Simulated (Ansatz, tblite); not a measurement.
# AsP3SOO nortricyclane (AsO₂P₃S): a ladder of methods and basis sets

One table from this session's results is given with a row withheld; the runs are named, their logs left out.

The runs use Ansatz 0.2.0, Gaussian basis; as each input shows.

Plan: GFN1-xTB, GFN2-xTB, PBE-D4/def2-TZVP, r2SCAN-D4/def2-TZVP, LDA/def2-TZVP, r2SCAN0-D4/def2-TZVP, ωB97M-V/def2-TZVP, PBE-D4/def2-SVP, PBE0-D4/def2-SVP, HF/6-31G, B3LYP-D4/6-31G, CCSD(T)/def2-SVP, MP2/def2-TZVP, RPA/def2-TZVP.

2 further runs of the same task are left out: 2 set aside as unsound or not needed.

### The structure

The geometry is that of the singlet, from an earlier relaxation (PBE0-D4/def2-SVP).

7 atoms, charge 0, spin multiplicity 1.

Bond lengths: As1–S2 2.258 Å, As1–O5 1.805 Å, As1–O7 1.805 Å, S2–P3 2.105 Å, P3–P4 2.267 Å, P3–P6 2.267 Å, P4–O5 1.664 Å, P4–P6 2.290 Å, P6–O7 1.664 Å. Angles: S2–As1–O5 94.0°, S2–As1–O7 94.0°, O5–As1–O7 92.0°, As1–S2–P3 97.1°, S2–P3–P4 99.7°, S2–P3–P6 99.7°, P4–P3–P6 60.7°, P3–P4–O5 101.2°, P3–P4–P6 59.7°, O5–P4–P6 95.3°, As1–O5–P4 120.4°, P3–P6–P4 59.7°, P3–P6–O7 101.2°, P4–P6–O7 95.3°, As1–O7–P6 120.4°.

PBE0-D4/def2-TZVP was run before; its log isn't repeated, and its numbers join the tables.

Set-up of the first run:

Tight binding, by tblite at 300 K electronic temperature and without a spin-polarisation term:

```python
tblite.interface.Calculator('GFN1-xTB', numbers, positions, charge=0, uhf=0).singlepoint()
```

Tight binding, by tblite at 300 K electronic temperature and without a spin-polarisation term:

```python
tblite.interface.Calculator('GFN2-xTB', numbers, positions, charge=0, uhf=0).singlepoint()
```

start.molden holds the orbitals of an earlier run on this state, given as this run's starting guess.

The input, in.yaml:

```yaml
crystal:
  periodic: [false, false, false]
  atoms:
    - {symbol: As, position_ang: [-0.204130, -1.634442, 0.151859]}
    - {symbol: S, position_ang: [-1.991247, -0.284772, -0.136631]}
    - {symbol: P, position_ang: [-0.931405, 1.531045, -0.235875]}
    - {symbol: P, position_ang: [1.006851, 0.794409, -1.153037]}
    - {symbol: O, position_ang: [0.758520, -0.850565, -1.158491]}
    - {symbol: P, position_ang: [0.817566, 1.028943, 1.116785]}
    - {symbol: O, position_ang: [0.543845, -0.584618, 1.415391]}
basis:
  gaussian: {orbitals: def2-TZVP, initial_orbitals: start.molden}
hamiltonian: {xc: pbe, dispersion: d4}
scf: {omitted_lower_state_checks: [starts]}
output: {forces: true, orbitals: {seedname: orbitals}}
```

Command:

```bash
> ansatz run in.yaml --threads 2 --pin off --events-out ev --progress --plain --max-ram 32768MiB --backend cpu
```

Steps of the session up to this table: PBE-D4/def2-TZVP; r2SCAN-D4/def2-TZVP; LDA/def2-TZVP; r2SCAN0-D4/def2-TZVP; ωB97M-V/def2-TZVP; PBE-D4/def2-SVP; PBE0-D4/def2-SVP; HF/6-31G; B3LYP-D4/6-31G; CCSD(T)/def2-SVP; MP2/def2-TZVP; RPA/def2-TZVP.

One of the session's tables, all rows but one given; the rest of the session is left out.

It belongs to the step «Binding energy». 

```
              method  binding an atom (eV)
            HF/6-31G                 0.413
         HF/def2-SVP                     ?
        HF/def2-TZVP                 1.668
       LDA/def2-TZVP                 4.651
     PBE-D4/def2-SVP                 3.817
    PBE-D4/def2-TZVP                 3.925
 r2SCAN-D4/def2-TZVP                 3.680
      B3LYP-D4/6-31G                 2.655
    PBE0-D4/def2-SVP                 3.524
   PBE0-D4/def2-TZVP                 3.664
r2SCAN0-D4/def2-TZVP                 3.470
   ωB97M-V/def2-TZVP                 3.683
       RPA/def2-TZVP                 3.253
        MP2/def2-SVP                 3.052
       MP2/def2-TZVP                 3.554
       CCSD/def2-SVP                 2.747
    CCSD(T)/def2-SVP                 2.895
```

**Question.** Estimate the row for HF/def2-SVP.

**Answer.** binding an atom (eV): 1.475. In the column «binding an atom (eV)» it lies between HF/6-31G (0.413) and HF/def2-TZVP (1.668).

To keep in mind: Free atoms were run apart at each level; binding is atoms less cluster, divided by the number of atoms, without zero-point or spin-orbit terms.
